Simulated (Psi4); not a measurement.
# CH3Br (bromomethane) at MP2/def2-SVP (density fitting, density fitting for correlation, sweep point 7)

Aim: the energy of CH3Br (bromomethane). 

Program for the calculation: Psi4 1.11.

7 further runs of the same task are left out: 7 set aside as unsound or not needed.

### 1 The system as given

The species is CH3Br (5 atoms), meant as a singlet with charge 0. SMILES: `CBr`. The coordinates come from a PBE0-D4/def2-TZVP relaxation.

Bond lengths: C1–Br2 1.933 Å, C1–H3 1.086 Å, C1–H4 1.086 Å, C1–H5 1.086 Å. Angles: Br2–C1–H3 108.0°, Br2–C1–H4 108.0°, Br2–C1–H5 108.0°, H3–C1–H4 110.9°, H3–C1–H5 110.9°, H4–C1–H5 110.9°.

### 2 The energy at MP2/def2-SVP (density fitting, density fitting for correlation, sweep point 7)

File job.in:

```
memory 1.6 GB

molecule {
  0 1
  C     -0.106300     0.123600     0.088400
  Br     1.001100    -1.164400    -0.833200
  H      0.516500     0.973700     0.351300
  H     -0.506300    -0.354100     0.978000
  H     -0.905000     0.421200    -0.584500
  symmetry c1
}

set {
  basis              def2-SVP
  scf_type           df
  num_frozen_docc    10
  damping_percentage 30
}

energy("mp2")
```

Command:

```bash
$ psi4 -n 1 job.in job.out
```

**Question.** What will come out? Wanted: total energy; HOMO energy; LUMO energy; HOMO–LUMO gap; correlation energy.

Answer, from the run:

At MP2/def2-SVP (density fitting, density fitting for correlation, sweep point 7), 10 core orbitals frozen:

```
                                    quantity           value
                                total energy  -2612.06376 Eh
         HOMO energy (Hartree–Fock orbitals)       -10.83 eV
         LUMO energy (Hartree–Fock orbitals)         4.08 eV
       HOMO–LUMO gap (Hartree–Fock orbitals)        14.91 eV
correlation energy (10 core orbitals frozen)      -380.1 mEh
```
